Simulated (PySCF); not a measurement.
# SrO₂: singlet, from a linear start

The task is one start of a wider search on SrO₂: the singlet, from a linear start. It is relaxed, tested by its Hessian and followed downhill if it is a saddle.

Method: PBE0, basis Sr def2-TZVP with ECP28, O def2-TZVP, scalar-relativistic core potentials, no spin–orbit coupling, density fitting; program: PySCF 2.14.0.

**1. Where the work starts**

3 atoms, charge 0, spin multiplicity 1.

Bond lengths: Sr1–O2 2.140 Å, Sr1–O3 2.140 Å. Angles: O2–Sr1–O3 180.0°.

```xyz
3
charge 0 multiplicity 1
Sr    0.0000    0.0000    0.0000
O     0.0000    0.0000    2.1400
O     0.0000    0.0000   -2.1400
```

**2. First SCF at the start**

One driver script runs all steps and calls PySCF; scf.py shows how it sets up the SCF of each step. The optimiser is the driver's own. After this first run the driver tries any further starts and a stability analysis.

scf.py reads:

```python
from pyscf import gto, scf, dft
mol = gto.M(atom='''
Sr     0.000000     0.000000     0.000000
O      0.000000     0.000000     2.140000
O      0.000000     0.000000    -2.140000''',
    basis={'Sr': 'def2-TZVP', 'O': 'def2-TZVP'},
    ecp={'Sr': 'def2-TZVP'},
    charge=0, spin=0)
mf = dft.RKS(mol, xc='PBE0')
mf.grids.atom_grid = (50, 194)
aux = {'Sr': 'def2-universal-JKFIT', 'O': 'def2-universal-JKFIT'}
mf = mf.density_fit(auxbasis=aux)
mf.conv_tol = 1e-08
mf.diis_space = 10
mf.max_cycle = 60
mf.init_guess = 'minao'
mf.verbose = 4
mf.kernel()
```

Command:

```console
$ OMP_NUM_THREADS=2 python axn.py task.json out
```

Further steps of the session: Relaxing the singlet from the linear start; Is it a minimum? Harmonic modes; A spin-polarised start; Vibrations and properties at this point.

What does the calculation give? Wanted: minimum; geometry; wavenumbers; dipole moment; highest occupied, lowest empty level; polar-tensor charge of Sr1; zero-point energy; atomisation energy; ⟨S²⟩.

As calculated:

| quantity | value |
| --- | --- |
| minimum | broken-symmetry (Ms = 0), D∞h |
| geometry | Sr–O 2.091 Å (×2); O–Sr–O 180.0° |
| wavenumbers (cm⁻¹) | 28, 28, 443, 524 |
| dipole moment | 0.00 D |
| highest occupied, lowest empty level (either spin) | -7.29, -2.60 eV |
| polar-tensor charge of Sr1 | +1.65 e |
| zero-point energy | 6.1 kJ/mol |
| entropy at 298.15 K | 288.9 J/(mol K) |
| atomisation energy (no zero-point energy) | 649 kJ/mol |
| ⟨S²⟩ | 0.917 |

What this shows: The linear start keeps its D∞h symmetry and ends in a minimum. The determinant is spin-contaminated (⟨S²⟩ = 0.92 against 0.00), so it is no pure spin state. The strongest infrared band lies at 524 cm⁻¹ (stretch). The dipole vanishes although Sr1 carries +1.7 e by the polar tensor: the bond dipoles cancel. Only this shape and spin were tried, so other structures or states may lie lower. The SCF density has lower symmetry than the nuclear frame.
